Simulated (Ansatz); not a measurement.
# CH₄FNSi: basis-set convergence

An exercise on one series of results from a longer session: the logs are not shown, and one member is left open.

The runs use Ansatz 0.2.0, Gaussian basis; one geometry, several basis sets.

The runs, in order: PBE0-D4/def2-SVP; ωB97M-V/def2-SVP; PBE0-D4/def2-QZVPP; ωB97M-V/def2-QZVPP; the functionals' def2-TZVPP values are taken from earlier runs.

## The relaxed structure

The geometry comes from an earlier relaxation with PBE0-D4 in a triple-zeta def2 set; it is a stationary point, not always the lowest conformer.

SMILES `F/C=N/[SiH3]`, 8 atoms, charge 0, spin multiplicity 1.

Atoms are counted from 1 here; the program's logs count them from 0.

Bond lengths: F1–C2 1.336 Å, C2–N3 1.234 Å, C2–H5 1.095 Å, N3–Si4 1.735 Å, Si4–H6 1.482 Å, Si4–H7 1.492 Å, Si4–H8 1.482 Å. Angles: F1–C2–N3 121.3°, F1–C2–H5 109.1°, N3–C2–H5 129.6°, C2–N3–Si4 125.7°, N3–Si4–H6 108.0°, N3–Si4–H7 112.0°, N3–Si4–H8 108.0°, H6–Si4–H7 109.4°, H6–Si4–H8 110.0°, H7–Si4–H8 109.5°.

The first run:

Contents of in.yaml:

```yaml
crystal:
  periodic: [false, false, false]
  atoms:
    - {symbol: F, position_ang: [-1.624323, -1.628465, 1.464273]}
    - {symbol: C, position_ang: [-0.723534, -0.749703, 1.017111]}
    - {symbol: N, position_ang: [-0.565331, -0.551133, -0.190908]}
    - {symbol: Si, position_ang: [0.567732, 0.559295, -0.893658]}
    - {symbol: H, position_ang: [-0.212270, -0.294475, 1.871681]}
    - {symbol: H, position_ang: [-0.194239, 1.538723, -1.703525]}
    - {symbol: H, position_ang: [1.359792, 1.281854, 0.144004]}
    - {symbol: H, position_ang: [1.484272, -0.213096, -1.764976]}
basis:
  gaussian: {orbitals: def2-SVP}
hamiltonian: {xc: pbe0, dispersion: d4}
output: {orbitals: {seedname: orbitals}}
```

Command:

```console
> ansatz run in.yaml --threads 2 --pin off --events-out ev --progress --plain --max-ram 4352MiB
```

Among the steps run: PBE0-D4 in def2-SVP; ωB97M-V in def2-SVP; PBE0-D4 in def2-QZVPP; ωB97M-V in def2-QZVPP.

One table of the session follows, with a row left open; its other results are not shown here.

It belongs to the step «Density functionals: the series». 

| functional | basis | HOMO (eV) |
| --- | --- | --- |
| PBE0-D4 | def2-SVP | ? |
| PBE0-D4 | def2-TZVPP | -8.25 |
| PBE0-D4 | def2-QZVPP | -8.28 |
| ωB97M-V | def2-SVP | -10.42 |
| ωB97M-V | def2-TZVPP | -10.59 |
| ωB97M-V | def2-QZVPP | -10.62 |

Estimate the missing values for PBE0-D4, def2-SVP.

As computed: HOMO (eV): -8.11. In the column «HOMO (eV)» it is the highest.
